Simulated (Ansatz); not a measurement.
# WH3 (quartet): the correlation ladder, def2-TZVPP

One table from this session's results is given with a row withheld; the runs are named, their logs left out.

Method: def2-TZVPP, core rule «outside noble gas», up to 4 orbitals frozen; program: Ansatz 0.2.0, Gaussian basis.

The runs, in order: UHF; ROHF; CCSD(T) on UHF.

## What is computed

The geometry is a PBE0/def2-TZVP stationary point (not a proven minimum) of the parent state, kept for this charge and spin. No spin-orbit coupling is included. Elements past krypton take def2 core potentials.

4 atoms, charge 0, spin multiplicity 4.

Atoms are counted from 1 here; the program's logs count them from 0.

Bond lengths: W1–H2 1.697 Å, W1–H3 1.809 Å, W1–H4 1.809 Å. Angles: H2–W1–H3 90.2°, H2–W1–H4 90.2°, H3–W1–H4 179.6°.

The first run:

Contents of in.yaml:

```yaml
crystal:
  periodic: [false, false, false]
  atoms:
    - {symbol: W, position_ang: [0.000000, -0.009090, 0.000000]}
    - {symbol: H, position_ang: [0.000000, 1.688316, 0.000000]}
    - {symbol: H, position_ang: [0.000000, -0.015207, 1.808801]}
    - {symbol: H, position_ang: [0.000000, -0.015207, -1.808801]}
basis:
  gaussian: {orbitals: def2-TZVPP}
magnetization: {spin_polarized: true, initial_magnetization: 3}
hamiltonian: {xc: hf}
output: {orbitals: {seedname: orbitals}}
```

Started as:

```bash
$ ansatz run in.yaml --threads 1 --pin off --events-out ev --progress --plain --max-ram 2560MiB --backend cpu
```

Steps of the session up to this table: UHF; ROHF; CCSD(T) on UHF.

One table of the session follows, with a row left open; its other results are not shown here.

```
  method  from UCCSD(T) (meV)
    ROHF              +5399.6
     UHF              +5153.9
    UMP2                    ?
   UCCSD               +166.8
UCCSD(T)                    0
```

**Question.** Estimate the row for UMP2.

The run gave: from UCCSD(T) (meV): +887.2. In the column «from UCCSD(T) (meV)» it lies between UCCSD (+166.8) and UHF (+5153.9).
